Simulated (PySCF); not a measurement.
# A diatomic session: CsH

An exercise on one series of results from a longer session: the logs are not shown, and one member is left open.

Program: PySCF 2.14.0. Level of theory: Cs def2-SVPD with ECP46, H def2-SVPD, scalar-relativistic core potentials. These are calculated values, not measurements.

The first run:

The job is set up so:

```yaml
atoms: Cs, H
charge: 0
basis: Cs def2-SVPD with ECP46, H def2-SVPD
Hamiltonian: scalar-relativistic core potentials
basis_functions: 35
electrons_treated: 10
masses_in_u: 132.9054, 1.0078
levels: PBE0, PBE, r²SCAN, revPBE, B97-3, PBEsol, LC-ωPBE, HF, MP2, SCS-MP2, CCSD, CCSD(T)
grid: 80 radial by 434 angular points
occupations: held fixed by the projection of orbital angular momentum
dissociation_limit: Cs + H, each in its ground configuration
starting_distance_in_angstrom: 2.525
values_of_2S_to_try: 0, 2
```

Run with:

```
OMP_NUM_THREADS=1 python dia.py task.json out
```

Among the steps run: Input; The PBE0 curve of the state that the search chose; Excited determinants; PBE (GGA); r²SCAN; revPBE (GGA); B97-3 (global hybrid GGA); PBEsol; LC-ωPBE (range-separated hybrid); RHF (mean field); Correlated methods on the Hartree–Fock reference.

One table of the session follows, with a row left open; its other results are not shown here.

Energy (eV) from each level's lowest point:

| R (Å) | RHF | RHF-MP2 | RHF-SCS-MP2 | RHF-CCSD | RHF-CCSD(T) |
| --- | --- | --- | --- | --- | --- |
| 2.218 | 0.394 | 0.310 | 0.322 | n/a | n/a |
| 2.321 | 0.213 | 0.154 | 0.163 | 0.168 | 0.165 |
| 2.424 | ? | ? | ? | ? | ? |
| 2.502 | 0.041 | 0.018 | 0.022 | 0.025 | 0.024 |
| 2.579 | 0.011 | 0.000 | 0.002 | 0.003 | 0.003 |
| 2.656 | 0.000 | 0.000 | 0.000 | 0.000 | 0.000 |
| 2.760 | 0.011 | 0.024 | 0.021 | 0.018 | 0.018 |
| 2.889 | 0.055 | 0.082 | 0.076 | 0.068 | 0.069 |
| 3.043 | 0.141 | 0.180 | 0.170 | 0.156 | 0.157 |
| 3.249 | 0.290 | 0.341 | 0.326 | n/a | n/a |

Estimate the missing values for R (Å) = 2.424.

Worked estimate for «RHF». A straight line through the neighbours (2.321, 0.213) and (2.502, 0.041) gives 0.213 + (0.041 − 0.213) × (2.424 − 2.321) / (2.502 − 2.321) = 0.115; a parabola fitted to 4 rows on both sides gives 0.094.

As computed: RHF: 0.095; RHF-MP2: 0.058; RHF-SCS-MP2: 0.064; RHF-CCSD: 0.068; RHF-CCSD(T): 0.066. In «RHF» the line misses by +0.020 and the parabola by -0.001.
